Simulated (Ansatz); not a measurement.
**C2HAlClF: one species, many methods**

The task here is to estimate one member of a computed series from the others.

Program: Ansatz 0.2.0, Gaussian basis. Level of theory: functionals in def2-TZVPP, the program's frozen cores in correlated methods. These are calculated values, not measurements.

Plan: LDA (SPW92), PBE-D4, revPBE-D4, BLYP-D4, r2SCAN-D4, B97M-V, PBE0-D4, B3LYP-D4, r2SCANh-D4, r2SCAN0-D4, HSE06-D4, BHLYP-D4, CAM-B3LYP-D4, LC-ωPBE, ωB97X-V, ωB97M-V, B2PLYP, PBE-QIDH; CCSD(T)/def2-SVP; CCSD(T)/def2-TZVPP; MP2/def2-QZVPP; extrapolation to the limit; RPA on PBE.

### The geometry

An earlier PBE0-D4 in a triple-zeta def2 set relaxation fixed the geometry.

SMILES `C#[C][Al]([F])[Cl]`, 6 atoms, charge 0, spin multiplicity 1.

Atoms are counted from 1 here; the program's logs count them from 0.

Bond lengths: C1–C2 1.208 Å, C1–H6 1.067 Å, C2–Al3 1.878 Å, Al3–F4 1.636 Å, Al3–Cl5 2.072 Å. Angles: C2–C1–H6 180.0°, C1–C2–Al3 179.1°, C2–Al3–F4 120.0°, C2–Al3–Cl5 121.8°, F4–Al3–Cl5 118.1°.

As a file:

```
C     0.0792    0.5503    1.7916
C     0.0213    0.1461    0.6542
Al   -0.0619   -0.4563   -1.1227
F    -0.4378   -2.0167   -1.4421
Cl    0.3114    0.8053   -2.7229
H     0.1300    0.9074    2.7958
```

Set-up of the first run:

Contents of in.yaml:

```yaml
crystal:
  periodic: [false, false, false]
  atoms:
    - {symbol: C, position_ang: [0.079239, 0.550260, 1.791593]}
    - {symbol: C, position_ang: [0.021281, 0.146083, 0.654163]}
    - {symbol: Al, position_ang: [-0.061928, -0.456303, -1.122723]}
    - {symbol: F, position_ang: [-0.437778, -2.016680, -1.442055]}
    - {symbol: Cl, position_ang: [0.311390, 0.805284, -2.722941]}
    - {symbol: H, position_ang: [0.129995, 0.907356, 2.795764]}
basis:
  gaussian: {orbitals: def2-TZVPP}
hamiltonian: {xc: lda}
output: {orbitals: {seedname: orbitals}}
```

Among the steps run: LDA; PBE-D4 (GGA); revPBE-D4 (GGA); BLYP-D4 (GGA); r2SCAN-D4 (meta-GGA); B97M-V (meta-GGA); PBE0-D4 (hybrid); B3LYP-D4 (hybrid); r2SCANh-D4 (hybrid); r2SCAN0-D4 (hybrid); HSE06-D4 (hybrid); BHLYP-D4 (hybrid); CAM-B3LYP-D4 (range-separated); LC-ωPBE-D4 (range-separated; the results give it without D4); ωB97X-V (range-separated); ωB97M-V (range-separated); B2PLYP (double hybrid); PBE-QIDH (double hybrid).

One of the session's tables, all rows but one given; the rest of the session is left out.

It belongs to the step «Frontier levels by functional». 

| functional | HOMO (eV) | LUMO (eV) | gap (eV) |
| --- | --- | --- | --- |
| LDA (SPW92) | -7.72 | -2.60 | 5.12 |
| PBE-D4 | -7.51 | -2.32 | 5.19 |
| revPBE-D4 | -7.43 | -2.19 | 5.24 |
| BLYP-D4 | -7.32 | -2.19 | 5.13 |
| r2SCAN-D4 | -7.76 | -2.06 | 5.70 |
| B97M-V | -7.71 | -2.10 | 5.61 |
| PBE0-D4 | -8.76 | -1.49 | 7.26 |
| B3LYP-D4 | -8.48 | -1.71 | 6.77 |
| r2SCANh-D4 | -8.22 | -1.77 | 6.46 |
| r2SCAN0-D4 | ? | ? | ? |
| HSE06-D4 | -8.35 | -1.87 | 6.48 |
| BHLYP-D4 | -9.81 | -0.65 | 9.16 |
| CAM-B3LYP-D4 | -10.12 | -0.51 | 9.61 |
| LC-ωPBE | -11.59 | 0.64 | 12.23 |
| ωB97X-V | -11.15 | 0.54 | 11.69 |
| ωB97M-V | -11.02 | 0.32 | 11.34 |

Q: Estimate the row for r2SCAN0-D4 from the others.

Worked estimate for «HOMO (eV)». Against the share of exact exchange, r2SCAN-D4 (0, -7.76), r2SCANh-D4 (0.1, -8.22) give a slope of -4.60 per unit share; at 0.25 the line stands at -8.91.

**Answer.** HOMO (eV): -8.92; LUMO (eV): -1.34; gap (eV): 7.58. In «HOMO (eV)» the line misses by +0.01.
